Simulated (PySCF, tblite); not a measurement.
# C₆H₆F₃P: geometry, infrared bands and NMR shifts

Aim: predict the infrared bands and NMR shifts of C₆H₆F₃P (`C=CP(C#CC)C(F)(F)F`).

The runs use tblite 0.8.0 and PySCF 2.14.0, with density-fitted response routines of our own; the level of theory stands in each step. All values are computed, except where a source is named. Atoms count from 0, in the outputs and in this text.

## 1. Starting geometry

16 atoms, charge 0, multiplicity 1; geometry from: force field or distance geometry start.

Bonds of the start (Å): C0–C1 1.33, C1–P2 1.80, P2–C3 1.80, C3–C4 1.22, C4–C5 1.47, P2–C6 1.83, C6–F7 1.40, C6–F8 1.40, C6–F9 1.38, C0–H10 1.11, C0–H11 1.08, C1–H12 1.08, C5–H13 1.11, C5–H14 1.11, C5–H15 1.11.

## 2. Relaxing the molecule with GFN2-xTB

Job settings and geometry (Å):

```
{"job": {"kind": "relax", "xc": "GFN2-xTB", "basis": "xTB"}, "charge": 0, "multiplicity": 1}
C     -2.439900    -1.294600     0.304200
C     -2.039700    -0.459400    -0.657200
P     -0.777300     0.811300    -0.468000
C      0.868200     0.110100    -0.302500
C      1.985200    -0.360000    -0.161100
C      3.347100    -0.898100    -0.028900
C     -1.033100     2.025700     0.873000
F     -1.312300     1.438300     2.110200
F      0.184400     2.689100     1.056700
F     -1.989400     2.986600     0.600000
H     -3.230200    -2.042000     0.070400
H     -2.068300    -1.285600     1.321800
H     -2.524000    -0.594200    -1.617400
H      3.451700    -1.696000    -0.795200
H      4.122700    -0.142500    -0.253100
H      3.447500    -1.279700     1.005800
```

Launch:

```
$ OMP_NUM_THREADS=1 python probes_run.py task.json out
```

The driver reads the jobs from task.json and runs them one after another.

**Question.** This job is followed by: GFN2-xTB harmonic vibrations, gas phase; GIAO PBE0/pcSseg-1 NMR shielding, non-relativistic, gas phase. What will the session give for the following? strongest single infrared mode (GFN2-xTB); zero-point energy (GFN2-xTB); ¹³C shifts against TMS (PBE0/pcSseg-1); ¹H shifts against TMS (PBE0/pcSseg-1, means over atoms taken as alike); ³¹P shifts against H3PO4 (PBE0/pcSseg-1); ¹⁹F shifts against CFCl3 (PBE0/pcSseg-1, means over atoms taken as alike); surface potential, 1st and 99th percentile.

As calculated:

| quantity | value |
| --- | --- |
| strongest single infrared mode (GFN2-xTB) | 1042 cm⁻¹, 240 km/mol |
| zero-point energy (GFN2-xTB) | 63.8 kcal/mol |
| ¹³C shifts against TMS (PBE0/pcSseg-1) | 140.4, 138.5, 136.4, 119.0, 75.1, 6.2 ppm |
| ¹H shifts against TMS (PBE0/pcSseg-1, means over atoms taken as alike) | 6.59, 6.47, 6.43, 2.31 ppm |
| ³¹P shifts against H3PO4 (PBE0/pcSseg-1) | -34.7 ppm |
| ¹⁹F shifts against CFCl3 (PBE0/pcSseg-1, means over atoms taken as alike) | -68.9 ppm |
| surface potential, 1st and 99th percentile | -0.84 V and 1.12 V |

What this shows: The optimisation took 141 steps and gained 1.340 eV; among the close pairs (by a distance rule), P2–C6 changed most, from 1.827 to 1.898 Å. No mode is imaginary among the 42: a minimum at this level. The strongest single mode, at 1042 cm⁻¹, moves mainly C6. GFN2-xTB is a fitted tight-binding method: band positions and strengths are rough. Its intensities can rank the bands wrongly. The most deshielded hydrogen is H12 (hydrogen on an alkene CH), at 6.59 ppm: attached to an sp2 carbon and in the plane of the double bond. At PBE0/pcSseg-1: The largest span, 270 ppm, is at C4, where the paramagnetic term is -205 ppm. By nearest atom (PBE0/pcSseg-1), the HOMO sits on P2 38 %; C4 16 % and the LUMO on P2 22 %; C0, C1 about 17 % each.
